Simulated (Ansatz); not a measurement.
I need vertical and adiabatic energies of changing the electron count of CH₃BrSn, SMILES [CH3][Sn][Br]. Use the Python package of Ansatz (0.2.0). Level of theory (for the species named): PBE, def2-SVP basis, multiplicity 1.

```yaml
atoms:
  - { symbol: C, position_ang: [-0.4228, 0.4646, -0.3422] }
  - { symbol: Sn, position_ang: [0.3081, -0.3382, 1.4530] }
  - { symbol: Br, position_ang: [1.8987, -2.1744, 0.8629] }
  - { symbol: H, position_ang: [-0.9200, -0.2680, -0.9371] }
  - { symbol: H, position_ang: [0.3637, 0.9152, -0.9771] }
  - { symbol: H, position_ang: [-1.1855, 1.3368, -0.1057] }
```

Script `adiabatic_ch3brsn.py`:
```python
"""Vertical and adiabatic ionisation of CH3BrSn."""

import itertools

import ansatz as az
from ase import Atoms
from ase.data import atomic_numbers, covalent_radii
import numpy as np

atoms = Atoms(["C", "Sn", "Br", "H", "H", "H"], positions=[
    (-0.4228, 0.4646, -0.3422),
    (0.3081, -0.3382, 1.453),
    (1.8987, -2.1744, 0.8629),
    (-0.92, -0.268, -0.9371),
    (0.3637, 0.9152, -0.9771),
    (-1.1855, 1.3368, -0.1057),
])
geometry = az.Crystal.molecule_from_ase(atoms)

calc = geometry.calculation()
calc = calc.basis(gaussian="def2-SVP")
calc = calc.functional("pbe")
symbols = [site.symbol for site in geometry.cartesian_sites]
start = np.array([site.position_ang for site in geometry.cartesian_sites], dtype=float)
r = calc.relax(force_tolerance=0.01).run().report
end = np.array(r["positions_ang"])

minimum = az.Crystal.molecule()
for symbol, place in zip(symbols, end):
    minimum = minimum.atom(symbol, place.tolist())
ion = (
    minimum.calculation()
    .basis(gaussian="def2-SVP")
    .functional("pbe")
    .charge(1)
    .spin("collinear", total=1)
)
vertical = ion.run().report
settled = ion.relax(force_tolerance=0.01, max_steps=80).run().report
print(f"vertical ionisation energy   {vertical['free_energy_ev'] - r['free_energy_ev']:.3f} eV")
print(f"adiabatic, no zero point     {settled['free_energy_ev'] - r['free_energy_ev']:.3f} eV")
print(f"relaxation energy of the ion {vertical['free_energy_ev'] - settled['free_energy_ev']:.3f} eV")
ionised = np.array(settled["positions_ang"])
# pairs closer than 1.2 times the sum of covalent radii, before or after
radius = [covalent_radii[atomic_numbers[s]] for s in symbols]
span = lambda where, i, j: np.linalg.norm(where[i] - where[j])
bonded = [(i, j) for i, j in itertools.combinations(range(len(symbols)), 2) if min(span(end, i, j), span(ionised, i, j)) < 1.2 * (radius[i] + radius[j])]
print("pair        before    after (A)")
for i, j in bonded:
    print(f"{symbols[i]}{i}-{symbols[j]}{j}".ljust(10), f"{span(end, i, j):8.4f} {span(ionised, i, j):8.4f}")
for first, second in list(itertools.combinations(bonded, 2)):
    shared = set(first) & set(second)
    if shared and symbols[(j := shared.pop())] != "H":
        i, k = sorted((set(first) | set(second)) - {j})
        u, v = ionised[i] - ionised[j], ionised[k] - ionised[j]
        angle = np.degrees(np.arccos(np.clip(u @ v / np.linalg.norm(u) / np.linalg.norm(v), -1, 1)))
        print(f"final angle {symbols[i]}{i}-{symbols[j]}{j}-{symbols[k]}{k}: {angle:.2f} deg")
```

```console
$ python adiabatic_ch3brsn.py
vertical ionisation energy   8.412 eV
adiabatic, no zero point     8.210 eV
relaxation energy of the ion 0.202 eV
pair        before    after (A)
C0-Sn1       2.2220   2.2754
C0-H3        1.1101   1.1083
C0-H4        1.1104   1.1083
C0-H5        1.1089   1.1047
Sn1-Br2      2.5766   2.4747
final angle Sn1-C0-H3: 102.61 deg
final angle Sn1-C0-H4: 102.57 deg
final angle Sn1-C0-H5: 106.88 deg
final angle C0-Sn1-Br2: 110.24 deg
final angle H3-C0-H4: 113.85 deg
final angle H3-C0-H5: 114.57 deg
final angle H4-C0-H5: 114.53 deg
```

What to keep in mind:
- The energies are electronic: no zero-point or thermal terms, and the basis set is short of its limit. The product may relax into another structure. The relaxation finds the nearest minimum, so the adiabatic value is an upper bound.
- def2 sets replace the cores of elements past krypton by effective core potentials.
- The whole script took 66 s on 1 thread of Intel(R) Xeon(R) Platinum 8259CL CPU @ 2.50GHz (Skylake/Cascade Lake) (shared host), peak memory 0.23 GiB.

(Lines on the test bed's own set-up are left out of the output.)
